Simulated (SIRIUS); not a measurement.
Runs of SIRIUS 7.12.0 on HPbNO4. The typed cell holds 7 atoms: a = 3.858 Å, b = 5.535 Å, c = 6.055 Å, α = 106.62°, β = 93.97°, γ = 90.45°. The cell was built by a generator and needn't be a form met in nature.

```csv
level,gap on the mesh (eV),pressure (GPa),largest force (eV/Å)
PW91,3.16,0.0,(c)
PBEsol,3.17,-1.9,0.36
BLYP,3.15,2.6,0.84
LDA,3.17,-3.4,0.62
N12,3.16,-2.3,-
LDA-PZ,3.17,-3.3,0.63
OLYP,3.18,0.2,(a)
revPBE,3.17,1.3,(b)
AM05,3.19,(d),0.49
RPBE,3.16,1.6,0.49
```

Alike in all rows: task single point; potentials or basis PseudoDojo 0.4.1 PBE standard (scalar relativistic); no spin polarisation; cell as given; k mesh 3 × 2 × 2; cutoff (eV) 1152; smearing fermi-dirac 0.05 eV; the mesh is coarse, so values aren't converged.

Estimate the missing entries.

(a) 0.92; (b) 0.41; (c) 0.18; (d) -1.4.

Caveats: all runs use coarse meshes; the potentials were made for another functional, which shifts forces and pressure; spin-orbit coupling is left out, which as a rule narrows the gap of such compounds by several tenths of an eV; an odd mesh through Γ misses points on the zone boundary, where band edges often lie; the forces don't sum to zero, a sign of grid noise (some runs).

A k mesh can miss the band edges, and the runs leave out spin-orbit coupling on Pb.

Runs at the PBE level aren't shown here.
